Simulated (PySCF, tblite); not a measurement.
# C₄H₄F₃N: dynamics, then NMR shifts on frames, part 2 of 2

tblite 0.8.0 and PySCF 2.14.0. Atoms count from 0.

## Step 5: NMR shieldings: 625 fs, PBE0/pcSseg-1

Job settings and geometry (Å):

```
{"job": {"kind": "nmr", "xc": "PBE0", "basis": "pcSseg-1", "pop": false}, "charge": 0, "multiplicity": 1}
C      0.696100    -0.339200     0.691800
C     -0.684600     0.119700     0.108000
C     -1.220000     1.166500     0.882300
N     -1.446700     1.967400     1.660300
C     -1.592100    -1.004300    -0.141100
F     -1.960900    -1.658400     1.019300
F     -1.008300    -1.928300    -0.883800
F     -2.747200    -0.755400    -0.808700
H      0.553200    -0.924300     1.583500
H      1.257100     0.574500     0.967500
H      1.249400    -0.943200    -0.029700
H     -0.464500     0.530700    -0.915600
```

With the program's defaults for keys left out, this is: GIAO PBE0/pcSseg-1 NMR shielding, non-relativistic, gas phase.

Standard output:

```text
coarse grid: 11144 points
cycle   1  E = -508.2824615525  dE =  1.280e+00  |g| = 9.804e-01  |ddm| = 3.074e+00
cycle   2  E = -507.9107878424  dE =  3.717e-01  |g| = 1.759e+00  |ddm| = 1.676e+00
cycle   3  E = -508.4444061238  dE = -5.336e-01  |g| = 2.667e-01  |ddm| = 1.201e+00
cycle   4  E = -508.4574854500  dE = -1.308e-02  |g| = 9.466e-02  |ddm| = 2.063e-01
cycle   5  E = -508.4592516108  dE = -1.766e-03  |g| = 2.053e-02  |ddm| = 7.419e-02
cycle   6  E = -508.4593332061  dE = -8.160e-05  |g| = 3.703e-03  |ddm| = 1.572e-02
cycle   7  E = -508.4593355024  dE = -2.296e-06  |g| = 1.221e-03  |ddm| = 3.285e-03
final grid: 112128 points
cycle   8  E = -508.5247905907  dE = -4.401e-05  |g| = 7.844e-03  |ddm| = 2.743e-02
cycle   9  E = -508.5247826629  dE =  7.928e-06  |g| = 1.077e-02  |ddm| = 1.193e-02
cycle  10  E = -508.5248028675  dE = -2.020e-05  |g| = 8.558e-04  |ddm| = 6.258e-03
cycle  11  E = -508.5248029937  dE = -1.261e-07  |g| = 2.965e-04  |ddm| = 7.762e-04
cycle  12  E = -508.5248030049  dE = -1.124e-08  |g| = 1.616e-04  |ddm| = 2.599e-04
cycle  13  E = -508.5248030097  dE = -4.817e-09  |g| = 5.955e-05  |ddm| = 1.252e-04
cycle  14  E = -508.5248030105  dE = -7.312e-10  |g| = 8.651e-06  |ddm| = 4.595e-05
converged SCF energy = -508.5248030105

GIAO shielding tensors (ppm)
atom      isotropic    diamagn.    paramagn.     s11        s22        s33       span
  0 C      163.246     246.787     -83.542    141.633    160.808    187.296     45.663
  1 C      160.563     249.196     -88.632    148.719    156.373    176.598     27.879
  2 C       66.845     260.570    -193.726    -52.904    -42.634    296.072    348.976
  3 N      -50.276     338.705    -388.981   -225.201   -211.111    285.483    510.684
  4 C       50.790     239.219    -188.429     42.889     54.056     55.423     12.533
  5 F      241.884     472.268    -230.384    138.680    233.670    353.303    214.623
  6 F      250.942     473.257    -222.315    170.048    260.356    322.422    152.374
  7 F      237.509     469.988    -232.479    140.749    228.564    343.215    202.466
  8 H       29.797      29.739       0.059     25.953     28.771     34.668      8.715
  9 H       29.473      29.555      -0.082     25.098     27.616     35.705     10.606
 10 H       29.637      29.694      -0.057     24.886     27.746     36.280     11.393
 11 H       28.084      29.503      -1.419     25.272     26.143     32.836      7.564
```

Wall time 14 s (1 thread of Arm Neoverse V2, shared host); peak memory 0.74 GiB.

In short: δ C4 136.1, C2 120.1, C1 26.4, C0 23.7, H11 3.63, H9 2.24 ppm.

## Step 6: Shielding tensors: 800 fs, PBE0/pcSseg-1

Job settings and geometry (Å):

```
{"job": {"kind": "nmr", "xc": "PBE0", "basis": "pcSseg-1", "pop": false}, "charge": 0, "multiplicity": 1}
C      0.523600    -0.440000     0.610000
C     -0.569400     0.292100    -0.149400
C     -1.306700     1.220700     0.628400
N     -1.839600     1.844700     1.437100
C     -1.620200    -0.793600    -0.412000
F     -1.935000    -1.555400     0.621800
F     -1.202800    -1.705500    -1.366100
F     -2.751500    -0.293400    -0.907900
H      0.143500    -0.971100     1.435000
H      1.344800     0.269900     0.946500
H      0.931600    -1.175000    -0.064500
H     -0.293700     0.716100    -1.135000
```

With the program's defaults for keys left out, this is: GIAO PBE0/pcSseg-1 NMR shielding, non-relativistic, gas phase.

Standard output:

```text
coarse grid: 11144 points
cycle   1  E = -508.2768040890  dE =  1.294e+00  |g| = 9.846e-01  |ddm| = 3.076e+00
cycle   2  E = -507.8925063238  dE =  3.843e-01  |g| = 1.778e+00  |ddm| = 1.672e+00
cycle   3  E = -508.4380576100  dE = -5.456e-01  |g| = 2.895e-01  |ddm| = 1.210e+00
cycle   4  E = -508.4539004643  dE = -1.584e-02  |g| = 9.287e-02  |ddm| = 2.185e-01
cycle   5  E = -508.4556032632  dE = -1.703e-03  |g| = 2.073e-02  |ddm| = 7.389e-02
cycle   6  E = -508.4556907859  dE = -8.752e-05  |g| = 3.715e-03  |ddm| = 1.680e-02
cycle   7  E = -508.4556932536  dE = -2.468e-06  |g| = 1.105e-03  |ddm| = 3.017e-03
final grid: 112128 points
cycle   8  E = -508.5209973571  dE = -4.248e-05  |g| = 6.781e-03  |ddm| = 2.552e-02
cycle   9  E = -508.5209917833  dE =  5.574e-06  |g| = 9.136e-03  |ddm| = 1.088e-02
cycle  10  E = -508.5210069531  dE = -1.517e-05  |g| = 1.181e-03  |ddm| = 5.829e-03
cycle  11  E = -508.5210071309  dE = -1.778e-07  |g| = 6.319e-04  |ddm| = 1.131e-03
cycle  12  E = -508.5210072077  dE = -7.685e-08  |g| = 1.906e-04  |ddm| = 4.757e-04
cycle  13  E = -508.5210072147  dE = -6.975e-09  |g| = 4.157e-05  |ddm| = 1.282e-04
cycle  14  E = -508.5210072151  dE = -3.478e-10  |g| = 8.716e-06  |ddm| = 3.571e-05
converged SCF energy = -508.5210072151

GIAO shielding tensors (ppm)
atom      isotropic    diamagn.    paramagn.     s11        s22        s33       span
  0 C      170.716     246.947     -76.231    159.974    163.994    188.180     28.207
  1 C      154.205     245.344     -91.139    145.881    150.059    166.675     20.794
  2 C       62.846     260.920    -198.074    -57.042    -48.388    293.967    351.009
  3 N      -52.925     338.240    -391.164   -229.335   -219.872    290.433    519.768
  4 C       49.929     242.223    -192.295     46.246     48.456     55.084      8.838
  5 F      261.217     472.289    -211.072    189.595    266.495    327.561    137.966
  6 F      235.634     474.103    -238.470    131.787    215.284    359.831    228.044
  7 F      242.460     469.833    -227.373    160.277    240.794    326.310    166.033
  8 H       30.567      30.694      -0.128     26.040     30.605     35.055      9.015
  9 H       28.939      27.971       0.968     24.494     26.274     36.051     11.557
 10 H       30.324      30.162       0.163     25.246     28.927     36.800     11.554
 11 H       28.410      27.991       0.419     25.196     26.396     33.638      8.441
```

Wall time 14 s (1 thread of Arm Neoverse V2, shared host); peak memory 0.74 GiB.

Key values: δ C4 137.0, C2 124.1, C1 32.7, C0 16.2, H11 3.31, H9 2.78 ppm.

## Step 7: Nuclear shieldings: 1000 fs, PBE0/pcSseg-1

Job settings and geometry (Å):

```
{"job": {"kind": "nmr", "xc": "PBE0", "basis": "pcSseg-1", "pop": false}, "charge": 0, "multiplicity": 1}
C      0.361000    -0.927400     1.139700
C     -0.497200    -0.068000     0.180300
C     -0.989900     1.156000     0.833000
N     -1.281600     2.053800     1.487800
C     -1.613000    -0.988200    -0.350300
F     -2.403300    -1.429200     0.610400
F     -1.106300    -2.038600    -1.012200
F     -2.431600    -0.366000    -1.234600
H     -0.274200    -1.354300     1.875100
H      0.976600    -0.314700     1.756100
H      0.887800    -1.670700     0.569200
H      0.138200     0.193900    -0.649800
```

With the program's defaults for keys left out, this is: GIAO PBE0/pcSseg-1 NMR shielding, non-relativistic, gas phase.

Standard output:

```text
coarse grid: 11144 points
cycle   1  E = -508.2869188799  dE =  1.238e+00  |g| = 9.774e-01  |ddm| = 3.072e+00
cycle   2  E = -507.9304042728  dE =  3.565e-01  |g| = 1.724e+00  |ddm| = 1.588e+00
cycle   3  E = -508.4452769334  dE = -5.149e-01  |g| = 2.885e-01  |ddm| = 1.152e+00
cycle   4  E = -508.4613255432  dE = -1.605e-02  |g| = 8.653e-02  |ddm| = 2.103e-01
cycle   5  E = -508.4627814948  dE = -1.456e-03  |g| = 1.992e-02  |ddm| = 6.548e-02
cycle   6  E = -508.4628617365  dE = -8.024e-05  |g| = 3.225e-03  |ddm| = 1.554e-02
cycle   7  E = -508.4628637980  dE = -2.062e-06  |g| = 9.132e-04  |ddm| = 2.836e-03
final grid: 112128 points
cycle   8  E = -508.5293212237  dE = -4.576e-05  |g| = 7.407e-03  |ddm| = 2.349e-02
cycle   9  E = -508.5293153386  dE =  5.885e-06  |g| = 9.661e-03  |ddm| = 1.132e-02
cycle  10  E = -508.5293327539  dE = -1.742e-05  |g| = 1.253e-03  |ddm| = 6.131e-03
cycle  11  E = -508.5293329687  dE = -2.148e-07  |g| = 6.275e-04  |ddm| = 1.135e-03
cycle  12  E = -508.5293330444  dE = -7.573e-08  |g| = 1.908e-04  |ddm| = 4.580e-04
cycle  13  E = -508.5293330514  dE = -6.989e-09  |g| = 4.144e-05  |ddm| = 1.241e-04
cycle  14  E = -508.5293330518  dE = -3.361e-10  |g| = 7.232e-06  |ddm| = 3.333e-05
converged SCF energy = -508.5293330518

GIAO shielding tensors (ppm)
atom      isotropic    diamagn.    paramagn.     s11        s22        s33       span
  0 C      172.527     246.361     -73.834    153.511    166.777    197.293     43.782
  1 C      152.428     247.768     -95.340    137.849    147.615    171.819     33.969
  2 C       65.465     260.145    -194.680    -53.631    -43.130    293.155    346.786
  3 N      -49.662     338.559    -388.221   -231.301   -214.901    297.215    528.516
  4 C       52.692     241.703    -189.011     48.138     53.417     56.520      8.382
  5 F      265.815     470.051    -204.236    191.507    271.752    334.187    142.680
  6 F      255.797     472.660    -216.863    176.963    249.005    341.423    164.459
  7 F      241.931     471.660    -229.729    149.221    233.005    343.567    194.346
  8 H       30.606      29.810       0.797     26.351     30.304     35.164      8.813
  9 H       30.672      30.182       0.490     26.328     28.429     37.259     10.931
 10 H       30.350      29.398       0.952     25.266     28.451     37.335     12.069
 11 H       29.012      31.154      -2.142     26.249     27.385     33.403      7.155
```

Wall time 14 s (1 thread of Arm Neoverse V2, shared host); peak memory 0.73 GiB.

Key values: δ C4 134.2, C2 121.5, C1 34.5, C0 14.4, H11 2.70, H10 1.37 ppm.

## Step 8: Side by side: NMR shifts

Shifts (ppm) of some atoms, chosen among heavy atoms and hydrogens apart, with basis size and wall time:

```csv
frame,C0,H11,H9,N3,F7,F5,F6,functions,time
250 fs,16.4,3.81,1.87,306.7,-88.5,-92.5,-92.8,156,18 s
425 fs,17.5,1.97,2.65,306.5,-78.4,-104.0,-90.4,156,14 s
625 fs,23.7,3.63,2.24,318.0,-66.6,-70.9,-80.0,156,14 s
800 fs,16.2,3.31,2.78,320.7,-71.5,-90.3,-64.7,156,14 s
1000 fs,14.4,2.70,1.05,317.4,-71.0,-94.9,-84.9,156,14 s
```

## Step 9: Outcome

What follows sums up all 2 parts.

```
                                        quantity                         value
                                      thermostat                         200 K
                   mean temperature, second half                         198 K
         mean potential energy above the minimum                       0.26 eV
  ¹³C shifts against TMS (PBE0/pcSseg-1, 250 fs)  129.0, 120.0, 32.7, 16.4 ppm
   ¹H shifts against TMS (PBE0/pcSseg-1, 250 fs)    3.81, 2.70, 1.87, 1.83 ppm
  ¹⁵N shifts against NH3 (PBE0/pcSseg-1, 250 fs)                     306.7 ppm
¹⁹F shifts against CFCl3 (PBE0/pcSseg-1, 250 fs)       -88.5, -92.5, -92.8 ppm
           surface potential, 1st and 99th percentile            -1.59 V and 1.70 V
                        range of the shift of F5           -104.0 to -70.9 ppm
```

In the second half the potential energy averages 0.26 eV above the minimum; equipartition over 30 harmonic modes at 200 K would give 0.26 eV. With 12 atoms the temperature swings widely (77 to 303 K). Shifts at one fixed geometry are not the observed spectrum, which averages over the motion. In the first frame run (250 fs): Shielding is most anisotropic at N3 (span 510 ppm, paramagnetic term -378 ppm). In ppm, F5 moves most: its shift spreads over 33.1 ppm, from -104.0 (425 fs) to -70.9 (625 fs).
